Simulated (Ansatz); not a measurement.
# RuH2 (singlet): from Hartree-Fock to the top rungs, def2-SVP

An exercise on one series of results from a longer session: the logs are not shown, and one member is left open.

Method: def2-SVP, core rule «outside noble gas», up to 4 orbitals frozen; program: Ansatz 0.2.0, Gaussian basis.

Plan: UHF; CCSD(T) on RHF; CCSD(T) on UHF; CISD; CCSDT(Q) on RHF; CCSDT(Q) on UHF; CASSCF and MRCISD+Q, 10 electrons in 8 orbitals; CASSCF and NEVPT4(SD), 10 electrons in 8 orbitals; CASSCF and NEVPT2, 10 electrons in 8 orbitals.

22 further runs of the same task are left out: 8 that didn't finish, 14 set aside as unsound or not needed.

## What is computed

The geometry is a PBE0/def2-TZVP stationary point (not a proven minimum) of the parent state, kept for this charge and spin. No spin-orbit coupling is included. Elements past krypton take def2 core potentials.

3 atoms, charge 0, spin multiplicity 1.

Atoms are counted from 1 here; the program's logs count them from 0.

Bond lengths: Ru1–H2 1.559 Å, Ru1–H3 1.559 Å. Angles: H2–Ru1–H3 75.0°.

The first run:

The input, in.yaml:

```yaml
crystal:
  periodic: [false, false, false]
  atoms:
    - {symbol: Ru, position_ang: [0.000000, 0.000000, -0.024187]}
    - {symbol: H, position_ang: [0.000000, 0.949682, 1.212659]}
    - {symbol: H, position_ang: [0.000000, -0.949682, 1.212659]}
basis:
  gaussian: {orbitals: def2-SVP}
magnetization: {spin_polarized: true, initial_magnetization: 0}
hamiltonian: {xc: hf}
output: {orbitals: {seedname: orbitals}}
```

The run is started by

```sh
$ ansatz run in.yaml --threads 1 --pin off --events-out ev --progress --plain --max-ram 2393MiB
```

Among the steps run: UHF; CCSD(T) on RHF; CCSD(T) on UHF; CISD; CCSDT(Q) on RHF; CCSDT(Q) on UHF; CASSCF and MRCISD+Q, 10 electrons in 8 orbitals; CASSCF and NEVPT4(SD), 10 electrons in 8 orbitals; CASSCF and NEVPT2, 10 electrons in 8 orbitals.

One of the session's tables, all rows but one given; the rest of the session is left out.

```
            method  from RCCSDT(Q) (meV)
               RHF               +6651.6
               UHF               +5764.5
              RMP2                +785.4
              UMP2                 +94.1
              CISD                +847.2
             RCCSD                +318.7
             UCCSD                     ?
          RCCSD(T)                 +61.2
          UCCSD(T)                -704.9
            RCCSDT                 +23.7
            UCCSDT                -840.0
         RCCSDT(Q)                     0
         UCCSDT(Q)                -874.0
    CASSCF valence               +4999.4
    NEVPT2 valence                +781.8
NEVPT4(SD) valence                +174.1
    MRCISD valence                +418.2
  MRCISD+Q valence                +117.1
```

**Question.** Estimate the row for UCCSD.

**Answer.** from RCCSDT(Q) (meV): -418.8. In the column «from RCCSDT(Q) (meV)» it lies between UCCSD(T) (-704.9) and RCCSDT(Q) (0).

The program flags UCCSD(T), UCCSDT(Q) as in doubt (see the logs), so those rows may rest on another solution; read them beside their warnings.

To keep in mind: The determinant is far from a pure spin state, so its energy mixes those of several spin states (harmless only where they are near-degenerate, as at dissociation). The program flags UCCSD(T), UCCSDT(Q) as in doubt, so those rows may rest on another solution; read them beside their warnings. Warnings: restricted reference is unstable; spin contamination; large T1 diagnostic. Restricted and unrestricted rows rest on different reference determinants; where their highest levels disagree by more than a few hundredths of an eV, they describe different states and don't form one ladder.
